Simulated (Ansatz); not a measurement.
# PtSe2: an axial (c/a) deformation path

The task here is to estimate one member of a computed series from the others.

The COD entry's cell or inner coordinates are ideal or old and differ from later refinements, so a difference from it is no clean test against experiment.

Method: DFT PBEsol+D3(BJ), scalar-relativistic, plane waves, PAW, in Ansatz 0.2.0.

### The system as given

It takes space group P-3m1 (No. 164, trigonal). The conventional cell has a = 3.724 Å, b = 3.724 Å, c = 5.062 Å, α = 90.00°, β = 90.00°, γ = 120.00°. Around Pt (site symmetry -3m) lie 6 Se at 2.49 Å. Se (site symmetry 3m) has 3 Pt at 2.49 Å in its first shell of neighbours.

As a file:

```
CELL_PARAMETERS angstrom
3.72400 0.00000 0.00000
-1.86200 3.22508 0.00000
0.00000 0.00000 5.06200
ATOMIC_POSITIONS crystal
Pt 0.00000 0.00000 0.00000
Se 0.33333 0.66667 0.25000
Se 0.66667 0.33333 0.75000
```

The cell is taken as given, not relaxed at this level.

The first run:

The input, input.yaml:

```yaml
crystal:
  lattice:
    - [3.7240006046, 0.0, 0.0]
    - [-1.8620003023, 3.2250791273, 0.0]
    - [0.0, 0.0, 5.062]
  atoms:
    - { symbol: Pt, position: [0.0, 0.0, 0.0] }
    - { symbol: Se, position: [0.3333333333, 0.6666666667, 0.25] }
    - { symbol: Se, position: [0.6666666667, 0.3333333333, 0.75] }
basis:
  ecutwfc: 420
kpoints:
  mp_grid: { grid: [18, 18, 10] }
hamiltonian:
  xc: pbesol
  dispersion: d3bj
scf:
  occupations: { method: gaussian, width: 0.15 }
output:
  forces: true
  stress: true
  eigenvalues: true
  write_density: true
  write_potential: true
  elf: true
  volumetric_format: npy
```

The run is started by

```console
$ ansatz run input.yaml --threads 1 --pin off --max-ram 2560MiB --backend cpu --events-out ev --progress --plain --runs-dir out
```

Among the steps run: Zero of the scan; ρ = 0.850; At ρ = 1.200; Point ρ = 0.920; At ρ = 1.100; At ρ = 0.960; Point ρ = 1.050; ρ = 0.800.

One of the session's tables, all rows but one given; the rest of the session is left out.

It belongs to the step «The scan collected». The scan, with free energies counted from the undisturbed cell:

| ρ | ΔE (meV/atom) | pressure (GPa) |
| --- | --- | --- |
| 0.800 | 96.6 | -8.7 |
| 0.850 | ? | ? |
| 0.920 | 6.2 | -4.2 |
| 0.960 | -1.4 | -2.7 |
| 1.000 | 0.0 | -1.4 |
| 1.050 | 12.4 | 0.2 |
| 1.100 | 34.5 | 1.5 |
| 1.200 | 100.1 | 3.5 |

Estimate the missing values for ρ = 0.850.

Worked estimate for «ΔE (meV/atom)». A straight line through the neighbours (0.800, 96.6) and (0.920, 6.2) gives 96.6 + (6.2 − 96.6) × (0.850 − 0.800) / (0.920 − 0.800) = 58.9; a parabola fitted to 3 rows on both sides gives 46.6.

The run gave: ΔE (meV/atom): 45.3; pressure (GPa): -6.8. In «ΔE (meV/atom)» the line misses by +13.6 and the parabola by +1.3.
